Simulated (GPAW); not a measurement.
# Sn2PdAu (P-3m1) in GPAW: reference runs

Aim: a first look at Sn2PdAu with PBEsol, on the cell as given and on a disturbed one.

Program: GPAW 26.7.0. These are calculated values, not measurements. Logs are shortened: lines on timing, memory, paths and dates and some standing lists are left out, and cuts for length are marked. The log counts tension as positive stress, the text compression.

**1. The crystal as given**

Symmetry: P-3m1, No. 164, trigonal system. Conventional cell: a = 4.163 Å, b = 4.163 Å, c = 5.698 Å, α = 90.00°, β = 90.00°, γ = 120.00°. Au (site symmetry -3m) has 6 Sn at 2.84 Å and 2 Pd at 2.85 Å as nearest neighbours. Sn (site symmetry 3m) is surrounded by 3 Pd at 2.75 Å and 3 Au at 2.84 Å. Pd (site symmetry -3m) is surrounded by 6 Sn at 2.75 Å and 2 Au at 2.85 Å.

The cell comes from a database or a generator and needn't be the stable form of this composition.

**2. Single point, PBEsol**

Input file run.py:

```python
from ase import Atoms
from ase.dft.bandgap import bandgap
from ase.io import write
from ase.units import Bohr, GPa
from gpaw import GPAW, PW, setup_paths
from gpaw.elf import elf_from_dft_calculation

setup_paths.insert(0, '.')

atoms = Atoms(['Au', 'Sn', 'Sn', 'Pd'],
              cell=[[4.1630177513, 0.0, 0.0],
                    [-2.0815088756, 3.605279129, 0.0],
                    [0.0, 0.0, 5.69829688]],
              scaled_positions=[[0.0, 0.0, 0.5],
                                [0.6666666667, 0.3333333333, 0.76453037],
                                [0.3333333333, 0.6666666667, 0.23546963],
                                [0.0, 0.0, 0.0]],
              pbc=True)

calc = GPAW(mode=PW(600),
            xc='PBEsol',
            kpts={'size': (7, 7, 5), 'gamma': True},
            occupations={'name': 'fermi-dirac', 'width': 0.05},
            nbands=46,
            convergence={'density': 1e-05, 'energy': 1e-05},
            maxiter=150,
            txt='gpaw.txt')
atoms.calc = calc
energy = atoms.get_potential_energy()
forces = atoms.get_forces()
stress = atoms.get_stress()
calc.write('gs.gpw')
write('result.traj', atoms)
print(f'Energy: {energy:.6f} eV')
print('Forces (eV/A):')
print(forces.round(4))
print('Stress (GPa):', (stress / GPa).round(3))
print('Fermi level:', round(calc.get_fermi_level(), 4), 'eV')
print(f'Gap: {bandgap(calc)[0]:.4f} eV, direct: {bandgap(calc, direct=True)[0]:.4f} eV')

# fields on the real-space grid
write('density.cube', atoms, data=calc.get_pseudo_density() * Bohr**3)
write('potential.cube', atoms, data=calc.get_electrostatic_potential())
write('elf.cube', atoms, data=elf_from_dft_calculation(calc).data)
```

Potentials or basis: PAW data sets generated in the run's folder for this functional, pw.

Launch:

```sh
$ gpaw-setup -f PBEsol Au Pd Sn
$ OMP_NUM_THREADS=1 python run.py
```

gpaw.txt:

```text
__  _  _
 | _ |_)|_||  |
 |__||  | ||/\| - 26.7.0

Input parameters:
  mode=PW(ecut=600.0),
  convergence={'density': 1e-05, 'energy': 1e-05},
  kpts=MonkhorstPack(size=(7, 7, 5), gamma=True),
  maxiter=150,
  nbands=46,
  occupations=Occupations(name='fermi-dirac', width=0.05),
  xc=XC(name='PBEsol')

Diagonalizing LCAO Hamiltonian
Converting LCAO to pw mode

             Sn

       AuSn

       Pd

Atoms  # Å, Bohr magnetons
|   | symbol |         x |        y |        z |    initial magnetic moments |
|---|--------|-----------|----------|----------|-----------------------------|
| 0 |     Au |  0.000000 | 0.000000 | 2.849148 | ( 0.0000,  0.0000,  0.0000) |
| 1 |     Sn |  2.081509 | 1.201760 | 4.356521 | ( 0.0000,  0.0000,  0.0000) |
| 2 |     Sn | -0.000000 | 2.403519 | 1.341776 | ( 0.0000,  0.0000,  0.0000) |
| 3 |     Pd |  0.000000 | 0.000000 | 0.000000 | ( 0.0000,  0.0000,  0.0000) |

Unit cell  # Å
| periodic |         x |        y |        z |  lengths |     angles |
|----------|-----------|----------|----------|----------|------------|
|      yes |  4.163018 | 0.000000 | 0.000000 | 4.163018 |  90.000000 |
|      yes | -2.081509 | 3.605279 | 0.000000 | 4.163018 |  90.000000 |
|      yes |  0.000000 | 0.000000 | 5.698297 | 5.698297 | 120.000000 |

Number of symmetries: 12
Symmetry operations  # r_c * U_cc + t_c -> r_c
|    | kind |            matrix            |
|----|------|------------------------------|
|  0 |  σ   |  1, 1, 0,  0,-1, 0,  0, 0, 1 |
|  1 |  S6  |  1, 1, 0, -1, 0, 0,  0, 0,-1 |
|  2 |  E   |  1, 0, 0,  0, 1, 0,  0, 0, 1 |
|  3 |  C2  |  1, 0, 0, -1,-1, 0,  0, 0,-1 |
|  4 |  C2  |  0, 1, 0,  1, 0, 0,  0, 0,-1 |
|  5 |  C3  |  0, 1, 0, -1,-1, 0,  0, 0, 1 |
|  6 |  S6  |  0,-1, 0,  1, 1, 0,  0, 0,-1 |
|  7 |  σ   |  0,-1, 0, -1, 0, 0,  0, 0, 1 |
|  8 |  σ   | -1, 0, 0,  1, 1, 0,  0, 0, 1 |
|  9 |  i   | -1, 0, 0,  0,-1, 0,  0, 0,-1 |
| 10 |  C3  | -1,-1, 0,  1, 0, 0,  0, 0, 1 |
| 11 |  C2  | -1,-1, 0,  0, 1, 0,  0, 0,-1 |

BZ-sampling:
  Number of BZ points: 245
  Number of IBZ points: 32

  Monkhorst-Pack size: [7, 7, 5]
  Monkhorst-Pack shift: [0, 0, 0]

K-points  # in reciprocal-cell coordinates
|     |                                coordinates |     weight |
|-----|--------------------------------------------|------------|
|   0 | (  0.00000000,   0.00000000,   0.00000000) | 0.00408163 |
|   1 | (  0.00000000,   0.00000000,   0.20000000) | 0.00816327 |
|   2 | (  0.00000000,   0.00000000,   0.40000000) | 0.00816327 |
|   3 | (  0.14285714,   0.00000000,  -0.40000000) | 0.02448980 |
|   4 | (  0.14285714,   0.00000000,  -0.20000000) | 0.02448980 |
|   5 | (  0.14285714,   0.00000000,   0.00000000) | 0.02448980 |
|   6 | (  0.14285714,   0.00000000,   0.20000000) | 0.02448980 |
|   7 | (  0.14285714,   0.00000000,   0.40000000) | 0.02448980 |
|   8 | (  0.28571429,  -0.14285714,   0.00000000) | 0.02448980 |
|   9 | (  0.28571429,  -0.14285714,   0.20000000) | 0.04897959 |
| ... |                                            |            |
|  31 | (  0.42857143,   0.42857143,   0.40000000) | 0.04897959 |

Plane wave coefficients: 2872
Cutoff: 600.0 eV

Spin-components: 1 (collinear spins)
Bands:           46
Projectors:      24
Spin-degeneracy: 2
Datatype:        complex128

Parallelization:
  kpt:    1
  domain: 1
  band:   1

Density:
  Valence electrons: 55.0
  Components: 1
  Grid points: [24 24 35]
  Charge: 0.0  # |e|

Potential:
  Grid points: [24 24 35]

species:
  Au:
    name:    Gold
    Z:       79.0
    valence: 11
    core:    68
    charge:  0.0  # [|e|]
    compensation charges:
      type: gauss
      rc: 0.42  # [Å]
      lmax: 2
    cutoffs:
      filter: 2.33  # [Å]
      core: 2.81  # [Å]
    projectors
    | kind |    occ | energy [eV] | rcut [Å] |
    |------|--------|-------------|----------|
    |   6s |  1.000 |      -5.766 |    1.323 |
    |   6p |  0.000 |      -0.708 |    1.323 |
    |   5d | 10.000 |      -6.915 |    1.323 |
    |    s |        |      21.446 |    1.323 |
    |    p |        |      26.504 |    1.323 |
    |    d |        |      20.296 |    1.323 |

    Using partial waves for Au as LCAO basis

  Sn:
    name:    Tin
    Z:       50.0
    valence: 14
    core:    36
    charge:  0.0  # [|e|]
    compensation charges:
      type: gauss
      rc: 0.38  # [Å]
      lmax: 2
    cutoffs:
      filter: 2.23  # [Å]
      core: 2.35  # [Å]
    projectors
    | kind |    occ | energy [eV] | rcut [Å] |
    |------|--------|-------------|----------|
    |   5s |  2.000 |     -10.584 |    1.201 |
    |   5p |  2.000 |      -3.711 |    1.270 |
    |   4d | 10.000 |     -25.798 |    1.185 |
    |    s |        |      16.628 |    1.201 |
    |    p |        |      23.501 |    1.270 |
    |    d |        |       1.413 |    1.185 |

    Using partial waves for Sn as LCAO basis

  Pd:
    name:    Palladium
    Z:       46.0
    valence: 16
    core:    30
    charge:  0.0  # [|e|]
    compensation charges:
      type: gauss
      rc: 0.38  # [Å]
      lmax: 2
    cutoffs:
      filter: 2.38  # [Å]
      core: 2.28  # [Å]
    projectors
    | kind |    occ | energy [eV] | rcut [Å] |
    |------|--------|-------------|----------|
    |   5s |  0.000 |      -3.290 |    1.228 |
    |   4p |  6.000 |     -51.151 |    1.360 |
    |   5p |  0.000 |      -0.235 |    1.360 |
    |   4d | 10.000 |      -4.049 |    1.228 |
    |    s |        |      23.922 |    1.228 |
    |    d |        |      23.162 |    1.228 |

    Using partial waves for Pd as LCAO basis

Reference energy: -989488.062599  # eV

eigensolver:
  PPCG
  Converge bands: occupied
  niter=2

density mixing:
  MSR1-Mixer
  Pratt-step length: 0.05
  Maximum mixing coefficient: 0.75
  Old densities: 10
  SVD Regularization: 0.005
  Good broyden scale: 1.0
  Trust region scale: 1.0
  Backstep threshold: 4.0
  History deletion threshold: 6.0
  Fourier metric: weight=20.0, sigma=0.015

occupation numbers:
  Fermi-Dirac:
    width: 0.0500  # eV

poisson solver:
  ecut: 4800.0  # eV

xc functional:
  name: PBEsol with 2 nearest neighbor stencil

convergence criteria:
- Maximum integral of absolute [dens]ity change: 1e-05 electrons / valence electron
- Maximum [total energy] change in last 3 cyles: 1e-05 eV / valence electron
- Maximum integral of absolute [eigenst]ate change: 4e-08 eV^2 / valence electron
maximum number of iterations: 150

SCF iterations
|iter     | |      energy | eigst |  dens |
|---------|-|-------------|-------|-------|
|iter:   1| |  -21.909834 | +0.41 |       |
|iter:   2| |  -20.752752 | -1.43 | -1.08 |
|iter:   3| |  -19.052504 | -1.17 | -1.15 |
|iter:   4| |  -18.943524 | -2.54 | -1.68 |
|iter:   5| |  -18.915053 | -3.21 | -1.94 |
|iter:   6| |  -18.907733 | -3.47 | -2.16 |
|iter:   7| |  -18.907545 | -4.65 | -2.95 |
|iter:   8| |  -18.907552c| -5.59 | -3.44 |
|iter:   9| |  -18.907555c| -6.57 | -4.08 |
|iter:  10| |  -18.907555c| -7.61c| -4.71 |
|iter:  11| |  -18.907555c| -7.74c| -5.05c|

Converged in 11 steps
Energy contributions relative to reference atoms: (reference = -989488.062599)

Energy contributions:
  Kinetic:         -11.791755
  Coulomb:           5.417831
  Zero:             -0.039961
  External:          0.000000
  Xc:              -12.488006
  Entropy:          -0.011329
  Spinorbit:         0.000000
  ----------------------------
  Free energy:     -18.913220
  Extrapolated:    -18.907555

dipole moment: (-13.418968, -23.242334, -16.925844)  # |e|*Ang

Fermi level: 8.115
Eigenvalues  # (at kpt = [0.000, 0.000, 0.000])
| band index |      eig [eV] | occ [0-2] |
|------------|---------------|-----------|
|          0 |       -42.366 |     2.000 |
|        ... |               |           |
|         18 |         2.721 |     2.000 |
|         19 |         3.263 |     2.000 |
|         20 |         3.263 |     2.000 |
|         21 |         4.570 |     2.000 |
|         22 |         4.570 |     2.000 |
|         23 |         5.431 |     2.000 |
[... 8 lines left out ...]
|         32 |        13.329 |     0.000 |
|         33 |        14.702 |     0.000 |
|        ... |               |           |
|         45 |        21.770 |     0.000 |

No gap
No difference between direct/indirect transitions

Forces  # eV/Ang
|        x |       y |        z |
|----------|---------|----------|
|  0.00000 | 0.00000 |  0.00000 |  # Au   0
| -0.00000 | 0.00000 |  0.03484 |  # Sn   1
|  0.00000 | 0.00000 | -0.03484 |  # Sn   2
|  0.00000 | 0.00000 |  0.00000 |  # Pd   3

Stress tensor  # eV/Ang^3
|         x |         y |        z |
|-----------|-----------|----------|
|  0.012342 | -0.000000 | 0.000000 |
| -0.000000 |  0.012342 | 0.000000 |
|  0.000000 |  0.000000 | 0.018906 |

# Writing to gs.gpw (mode='')
```

stdout:

```text
Energy: -18.907555 eV
Forces (eV/A):
[[ 0.      0.      0.    ]
 [-0.      0.      0.0348]
 [ 0.      0.     -0.0348]
 [ 0.      0.      0.    ]]
Stress (GPa): [ 1.977  1.977  3.029  0.     0.    -0.   ]
Fermi level: 8.1149 eV
Gap: 0.0000 eV, direct: 0.0000 eV
```

Wall time 91 s (1 thread of Arm Neoverse V2, shared host); peak memory 0.26 GiB.

Results:

| Property | Result |
| --- | --- |
| Free energy | -18.9132 eV |
| Pressure | -2.3 GPa |
| Largest force | 0.035 eV/Å |
| Band gap on the k mesh | none (metal or under the smearing width) |

Forces in eV/Å, atoms in the order of the input:
```
Au   0.000  0.000  0.000
Sn   0.000  0.000  0.035
Sn   0.000  0.000 -0.035
Pd   0.000  0.000  0.000
```

Caveat: with this Au data set, volumes or pressures lay over 1.5 % or 2 GPa off other programs in two to four cells of ten. The run has no spin-orbit coupling, so splittings on Au are missing.

**3. Single point, PBEsol (atoms moved at random, drawn with an rms of 0.05 Å)**

Input file run.py:

```python
from ase import Atoms
from ase.dft.bandgap import bandgap
from ase.io import write
from ase.units import GPa
from gpaw import GPAW, PW, setup_paths

setup_paths.insert(0, '.')

atoms = Atoms(['Au', 'Sn', 'Sn', 'Pd'],
              cell=[[4.1630177513, 0.0, 0.0],
                    [-2.0815088756, 3.605279129, 0.0],
                    [0.0, 0.0, 5.69829688]],
              scaled_positions=[[-0.005536, 0.000988, 0.498372],
                                [0.664007, 0.345767, 0.764431],
                                [0.332189, 0.661207, 0.233033],
                                [0.00592, -0.001002, -0.002351]],
              pbc=True)

calc = GPAW(mode=PW(600),
            xc='PBEsol',
            kpts={'size': (7, 7, 5), 'gamma': True},
            occupations={'name': 'fermi-dirac', 'width': 0.05},
            nbands=46,
            convergence={'density': 1e-05, 'energy': 1e-05},
            maxiter=150,
            txt='gpaw.txt')
atoms.calc = calc
energy = atoms.get_potential_energy()
forces = atoms.get_forces()
stress = atoms.get_stress()
calc.write('gs.gpw')
write('result.traj', atoms)
print(f'Energy: {energy:.6f} eV')
print('Forces (eV/A):')
print(forces.round(4))
print('Stress (GPa):', (stress / GPa).round(3))
print('Fermi level:', round(calc.get_fermi_level(), 4), 'eV')
print(f'Gap: {bandgap(calc)[0]:.4f} eV, direct: {bandgap(calc, direct=True)[0]:.4f} eV')
```

Potentials or basis: PAW data sets generated in the run's folder for this functional, pw.

Launch:

```sh
$ gpaw-setup -f PBEsol Au Pd Sn
$ OMP_NUM_THREADS=1 python run.py
```

Run time: 5.5 min. Hardware: 1 thread of Arm Neoverse V2, shared host; peak memory 0.52 GiB.

Results (log left out):

| Item | Value |
| --- | --- |
| Free energy | -18.9005 eV |
| Pressure | -2.2 GPa |
| Largest force | 0.327 eV/Å |
| Band gap on the k mesh | none (metal or under the smearing width) |

Forces on the atoms (eV/Å):
```
Au  -0.016  0.057 -0.018
Sn   0.200 -0.256 -0.038
Sn  -0.031  0.116 -0.004
Pd  -0.153  0.083  0.061
```

Stress tensor (GPa, compression positive):
```
-2.60  0.49 -0.09
 0.49 -1.04  0.15
-0.09  0.15 -2.98
```

Levels at points of the mesh, in eV from the Fermi level:
```csv
k point,band 24,band 25,band 26,band 27,band 28,band 29,band 30,band 31,band 32,band 33
"(0.00, 0.00, 0.00)",-2.72,-2.68,-0.43,1.68,1.96,3.75,4.11,4.29,4.65,5.21
```

Caveat: with this Au data set, volumes or pressures lay over 1.5 % or 2 GPa off other programs in two to four cells of ten. Spin-orbit coupling is left out, which matters for the levels of Au.
